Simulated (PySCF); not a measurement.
# BClH5PSi: the cost of one run

Programs: PySCF 2.14.0, with density-fitted response routines of our own. Each step states its level of theory. These are calculated values for one molecule in the gas phase, unless marked as measured. Atoms are numbered from 0 throughout.

### 1 The molecule as given

9 atoms, charge 0, multiplicity 1; geometry from: GFN2-xTB. The atoms were then displaced at random by about 0.01 Å, so the start is not that level's minimum.

Bonds of the start (Å): Si0–P1 2.22, P1–B2 1.84, B2–Cl3 1.74, Si0–H4 1.49, Si0–H5 1.44, Si0–H6 1.46, P1–H7 1.39, B2–H8 1.19.

### 2 Relaxing the molecule at PBE0-D3(BJ)/def2-SVP

What the job is given:

```
{"job": {"xc": "PBE0", "basis": "def2-SVP", "d3": "d3bj", "grid": 1, "shake": 0.01, "kind": "geom"}, "charge": 0, "multiplicity": 1}
Si    -1.476500    -0.107870    -0.201760
P      0.365650     1.088110     0.110460
B      1.581660    -0.193340     0.626580
Cl     3.083950    -0.431400    -0.226830
H     -2.403750     0.835420    -0.896890
H     -1.325040    -1.285990    -1.021130
H     -1.968230    -0.448840     1.125380
H      0.768690     1.311790    -1.199410
H      1.431370    -0.785040     1.649870
```

Launch:

```console
OMP_NUM_THREADS=1 python probes_run.py task.json out
```

This one command runs all jobs of the session in turn.

Q: Estimate the wall time and peak memory of this first job on 1 thread of Arm Neoverse V2, shared host.

About 16 s, with a peak of 0.38 GiB.
